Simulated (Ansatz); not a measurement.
# CH5AlFNO: one species, many methods

Aim: compute CH5AlFNO with functionals from several rungs and with coupled cluster. The yardstick is the atomisation energy at the CCSD(T) limit.

The runs use Ansatz 0.2.0, Gaussian basis; functionals in def2-TZVPP, the program's frozen cores in correlated methods.

Levels to be run: PBE-D4, r2SCAN-D4, PBE0-D4, B3LYP-D4, ωB97X-V, ωB97M-V, B2PLYP; CCSD(T)/def2-TZVPP; MP2/def2-QZVPP; extrapolation to the limit.

## 1. The relaxed structure

The geometry comes from an earlier relaxation with PBE0-D4/def2-TZVP; it is a stationary point, not always the lowest conformer.

SMILES `N[CH](F)[AlH][OH]`, 10 atoms, charge 0, spin multiplicity 1.

Atoms are counted from 1 here; the program's logs count them from 0.

Bond lengths: N1–C2 1.408 Å, N1–H6 1.010 Å, N1–H7 1.013 Å, C2–F3 1.441 Å, C2–Al4 1.991 Å, C2–H8 1.095 Å, Al4–O5 1.695 Å, Al4–H9 1.577 Å, O5–H10 0.956 Å. Angles: C2–N1–H6 114.2°, C2–N1–H7 114.3°, H6–N1–H7 109.5°, N1–C2–F3 112.3°, N1–C2–Al4 112.1°, N1–C2–H8 108.0°, F3–C2–Al4 107.5°, F3–C2–H8 104.1°, Al4–C2–H8 112.6°, C2–Al4–O5 118.5°, C2–Al4–H9 124.1°, O5–Al4–H9 117.5°, Al4–O5–H10 123.0°.

Geometry (Å):

| atom | x (Å) | y (Å) | z (Å) |
| --- | --- | --- | --- |
| N1 | 0.8468 | -0.1900 | 1.3195 |
| C2 | 0.6908 | -0.5151 | -0.0411 |
| F3 | 1.5188 | 0.2974 | -0.8958 |
| Al4 | -1.1921 | -0.3014 | -0.6505 |
| O5 | -1.7697 | 1.2625 | -0.9553 |
| H6 | 0.5451 | 0.7432 | 1.5595 |
| H7 | 1.7792 | -0.3479 | 1.6815 |
| H8 | 1.0687 | -1.5317 | -0.1923 |
| H9 | -2.2044 | -1.4975 | -0.8267 |
| H10 | -1.2001 | 2.0294 | -0.9961 |

## 2. PBE-D4 (GGA)

Input file in.yaml:

```yaml
crystal:
  periodic: [false, false, false]
  atoms:
    - {symbol: N, position_ang: [0.846813, -0.190042, 1.319536]}
    - {symbol: C, position_ang: [0.690796, -0.515139, -0.041058]}
    - {symbol: F, position_ang: [1.518802, 0.297431, -0.895787]}
    - {symbol: Al, position_ang: [-1.192081, -0.301398, -0.650506]}
    - {symbol: O, position_ang: [-1.769661, 1.262508, -0.955299]}
    - {symbol: H, position_ang: [0.545116, 0.743241, 1.559492]}
    - {symbol: H, position_ang: [1.779204, -0.347854, 1.681519]}
    - {symbol: H, position_ang: [1.068707, -1.531728, -0.192313]}
    - {symbol: H, position_ang: [-2.204390, -1.497526, -0.826714]}
    - {symbol: H, position_ang: [-1.200106, 2.029405, -0.996071]}
basis:
  gaussian: {orbitals: def2-TZVPP}
hamiltonian: {xc: pbe, dispersion: d4}
output: {forces: true, orbitals: {seedname: orbitals}}
```

On the command line:

```console
$ ansatz run in.yaml --threads 4 --pin off --events-out ev --progress --plain --max-ram 10444MiB
```

The runs that follow: r2SCAN-D4 (meta-GGA); PBE0-D4 (hybrid); B3LYP-D4 (hybrid); ωB97X-V (range-separated); ωB97M-V (range-separated); B2PLYP (double hybrid); CCSD(T) in def2-TZVPP; MP2 in def2-QZVPP.

Q: Predict the results of all the runs planned. Wanted: atomisation energy, CCSD(T)/CBS; farthest; mean size of error, hybrid; mean size of error, range-separated; gap, smallest and largest; T1 diagnostic; triples share of the correlation energy.

As calculated:

| quantity | value |
| --- | --- |
| atomisation energy, CCSD(T)/CBS | 36.700 eV |
| functionals within 0.184 eV (0.5 %) | r2SCAN-D4, B3LYP-D4, ωB97X-V, ωB97M-V |
| farthest | PBE-D4 (+0.774 eV) |
| mean size of error, hybrid | 0.191 eV |
| mean size of error, range-separated | 0.071 eV |
| gap, smallest and largest | 4.54 eV (PBE-D4), 11.06 eV (ωB97X-V) |
| T1 diagnostic | 0.0129 |
| triples share of the correlation energy | 3.4 % |

In words: PBE-D4 is off by +0.774 eV, about 0.086 eV a bond. Double hybrids carry the basis error of their MP2 part in triple zeta, and no dispersion term here, so their miss is partly the set-up's. Misses under about 0.184 eV are within the doubt on the reference itself, which lacks core-valence correlation, relativity and higher excitations. Hartree-Fock recovers 68 % of the binding; the rest is correlation. The gap grows from 4.5 to 11.1 eV across the functionals, mostly with the share of exact exchange.
